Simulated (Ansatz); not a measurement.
# CH₄AlBO: one species, many methods

The task here is to estimate one member of a computed series from the others.

Method: functionals in def2-TZVPP, the program's frozen cores in correlated methods; program: Ansatz 0.2.0, Gaussian basis.

Levels to be run: LDA (SPW92), PBE-D4, revPBE-D4, BLYP-D4, r2SCAN-D4, B97M-V, PBE0-D4, B3LYP-D4, r2SCANh-D4, r2SCAN0-D4, HSE06-D4, BHLYP-D4, CAM-B3LYP-D4, LC-ωPBE, ωB97X-V, ωB97M-V, B2PLYP, PBE-QIDH; CCSD(T)/def2-SVP; CCSD(T)/def2-TZVPP; MP2/def2-QZVPP; extrapolation to the limit; RPA on PBE.

1 further run of the same task is left out (it didn't finish).

**The geometry**

An earlier PBE0-D4 in a triple-zeta def2 set relaxation fixed the geometry.

8 atoms, charge 0, spin multiplicity 1.

Atoms are counted from 1 here; the program's logs count them from 0.

Bond lengths: B1–Al2 2.117 Å, B1–H5 1.200 Å, B1–H6 1.200 Å, Al2–C3 1.948 Å, Al2–O4 1.983 Å, Al2–H7 1.585 Å, C3–O4 1.247 Å, C3–H8 1.105 Å. Angles: Al2–B1–H5 122.8°, Al2–B1–H6 122.4°, H5–B1–H6 114.8°, B1–Al2–C3 116.2°, B1–Al2–O4 113.9°, B1–Al2–H7 129.1°, C3–Al2–O4 37.0°, C3–Al2–H7 114.3°, O4–Al2–H7 109.6°, Al2–C3–O4 73.1°, Al2–C3–H8 169.8°, O4–C3–H8 117.2°, Al2–O4–C3 70.0°.

Set-up of the first run:

File in.yaml:

```yaml
crystal:
  periodic: [false, false, false]
  atoms:
    - {symbol: B, position_ang: [-1.415348, 1.022153, 0.090439]}
    - {symbol: Al, position_ang: [0.489223, 0.205657, 0.525457]}
    - {symbol: C, position_ang: [1.196608, -1.063930, -0.771313]}
    - {symbol: O, position_ang: [0.642588, -1.730640, 0.124736]}
    - {symbol: H, position_ang: [-2.409538, 0.353730, 0.026077]}
    - {symbol: H, position_ang: [-1.579151, 2.189505, -0.133448]}
    - {symbol: H, position_ang: [1.502481, 0.590319, 1.682553]}
    - {symbol: H, position_ang: [1.665336, -1.624093, -1.600200]}
basis:
  gaussian: {orbitals: def2-TZVPP}
hamiltonian: {xc: lda}
output: {orbitals: {seedname: orbitals}}
```

Started as:

```console
ansatz run in.yaml --threads 2 --pin off --events-out ev --progress --plain --max-ram 4352MiB
```

Among the steps run: LDA; PBE-D4 (GGA); revPBE-D4 (GGA); BLYP-D4 (GGA); r2SCAN-D4 (meta-GGA); B97M-V (meta-GGA); B3LYP-D4 (hybrid); r2SCANh-D4 (hybrid); r2SCAN0-D4 (hybrid); HSE06-D4 (hybrid); BHLYP-D4 (hybrid); CAM-B3LYP-D4 (range-separated); LC-ωPBE (range-separated); ωB97X-V (range-separated); ωB97M-V (range-separated); B2PLYP (double hybrid); PBE-QIDH (double hybrid).

One of the session's tables, all rows but one given; the rest of the session is left out.

It belongs to the step «Frontier levels by functional». 

| functional | HOMO (eV) | LUMO (eV) | gap (eV) |
| --- | --- | --- | --- |
| LDA (SPW92) | -6.12 | -3.79 | 2.34 |
| PBE-D4 | -6.00 | -3.52 | 2.48 |
| revPBE-D4 | -5.95 | -3.41 | 2.54 |
| BLYP-D4 | -5.89 | -3.34 | 2.55 |
| r2SCAN-D4 | -6.21 | -3.24 | 2.97 |
| B97M-V | -6.29 | -3.30 | 2.99 |
| PBE0-D4 | -7.23 | -2.48 | 4.75 |
| B3LYP-D4 | -7.04 | -2.68 | 4.36 |
| r2SCANh-D4 | -6.68 | -2.86 | 3.82 |
| r2SCAN0-D4 | -7.38 | -2.31 | 5.07 |
| HSE06-D4 | -6.83 | -2.86 | 3.97 |
| BHLYP-D4 | -8.42 | -1.41 | 7.01 |
| CAM-B3LYP-D4 | -8.61 | -1.34 | 7.28 |
| LC-ωPBE | -9.94 | -0.15 | 9.79 |
| ωB97X-V | ? | ? | ? |
| ωB97M-V | -9.44 | -0.50 | 8.93 |

**Question.** Estimate the row for ωB97X-V.

As computed: HOMO (eV): -9.59; LUMO (eV): -0.26; gap (eV): 9.34. In the column «HOMO (eV)» it lies between LC-ωPBE (-9.94) and ωB97M-V (-9.44).
